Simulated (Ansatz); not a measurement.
# Cl₂FNbO: one species, many methods

One table from this session's results is given with a row withheld; the runs are named, their logs left out.

Method: functionals in def2-TZVPP, the program's frozen cores in correlated methods; program: Ansatz 0.2.0, Gaussian basis.

Plan: LDA (SPW92), PBE-D4, revPBE-D4, BLYP-D4, r2SCAN-D4, B97M-V, PBE0-D4, B3LYP-D4, r2SCANh-D4, r2SCAN0-D4, HSE06-D4, BHLYP-D4, CAM-B3LYP-D4, LC-ωPBE, ωB97X-V, ωB97M-V, B2PLYP, PBE-QIDH; CCSD(T)/def2-SVP; CCSD(T)/def2-TZVPP; MP2/def2-QZVPP; extrapolation to the limit; RPA on PBE.

## Structure used throughout

All runs share one geometry, relaxed beforehand with PBE0-D4 in a triple-zeta def2 set. Nb takes the def2 core potential; no spin-orbit term is included.

SMILES `[O]=[Nb]([F])([Cl])[Cl]`, 5 atoms, charge 0, spin multiplicity 1.

Atoms are counted from 1 here; the program's logs count them from 0.

Bond lengths: O1–Nb2 1.677 Å, Nb2–F3 1.851 Å, Nb2–Cl4 2.277 Å, Nb2–Cl5 2.277 Å. Angles: O1–Nb2–F3 107.5°, O1–Nb2–Cl4 107.8°, O1–Nb2–Cl5 107.8°, F3–Nb2–Cl4 111.3°, F3–Nb2–Cl5 111.3°, Cl4–Nb2–Cl5 110.9°.

The first run:

Input file in.yaml:

```yaml
crystal:
  periodic: [false, false, false]
  atoms:
    - {symbol: O, position_ang: [0.047428, -0.123469, 1.721725]}
    - {symbol: Nb, position_ang: [0.070304, -0.070921, 0.045838]}
    - {symbol: F, position_ang: [1.395355, -1.227876, -0.529340]}
    - {symbol: Cl, position_ang: [-1.978982, -0.724033, -0.700676]}
    - {symbol: Cl, position_ang: [0.515695, 2.072598, -0.578946]}
basis:
  gaussian: {orbitals: def2-TZVPP}
hamiltonian: {xc: lda}
output: {orbitals: {seedname: orbitals}}
```

Among the steps run: LDA; PBE-D4 (GGA); revPBE-D4 (GGA); BLYP-D4 (GGA); r2SCAN-D4 (meta-GGA); B97M-V (meta-GGA); PBE0-D4 (hybrid); B3LYP-D4 (hybrid); r2SCANh-D4 (hybrid); r2SCAN0-D4 (hybrid); HSE06-D4 (hybrid); BHLYP-D4 (hybrid); CAM-B3LYP-D4 (range-separated); LC-ωPBE-D4 (range-separated; the results give it without D4); ωB97X-V (range-separated); ωB97M-V (range-separated); B2PLYP (double hybrid); PBE-QIDH (double hybrid).

One table of the session follows, with a row left open; its other results are not shown here.

It belongs to the step «Orbital energies across the functionals». 

```
  functional  HOMO (eV)  LUMO (eV)  gap (eV)
 LDA (SPW92)      -8.58      -4.03      4.55
      PBE-D4      -8.38      -3.78      4.61
   revPBE-D4      -8.31      -3.68      4.63
     BLYP-D4      -8.22      -3.67      4.56
   r2SCAN-D4      -8.78      -3.73      5.04
      B97M-V      -8.83      -3.68      5.15
     PBE0-D4      -9.85      -3.06      6.79
    B3LYP-D4      -9.56      -3.27      6.29
  r2SCANh-D4      -9.31      -3.46      5.86
  r2SCAN0-D4     -10.11      -3.03      7.09
    HSE06-D4      -9.45      -3.44      6.01
    BHLYP-D4     -11.16      -2.17      8.98
CAM-B3LYP-D4     -11.21      -2.00      9.21
     LC-ωPBE     -12.61      -0.85     11.76
     ωB97X-V     -12.22      -0.92     11.31
     ωB97M-V          ?          ?         ?
```

**Question.** Estimate the row for ωB97M-V.

**Answer.** HOMO (eV): -12.07; LUMO (eV): -0.94; gap (eV): 11.13. In the column «HOMO (eV)» it lies between ωB97X-V (-12.22) and CAM-B3LYP-D4 (-11.21).
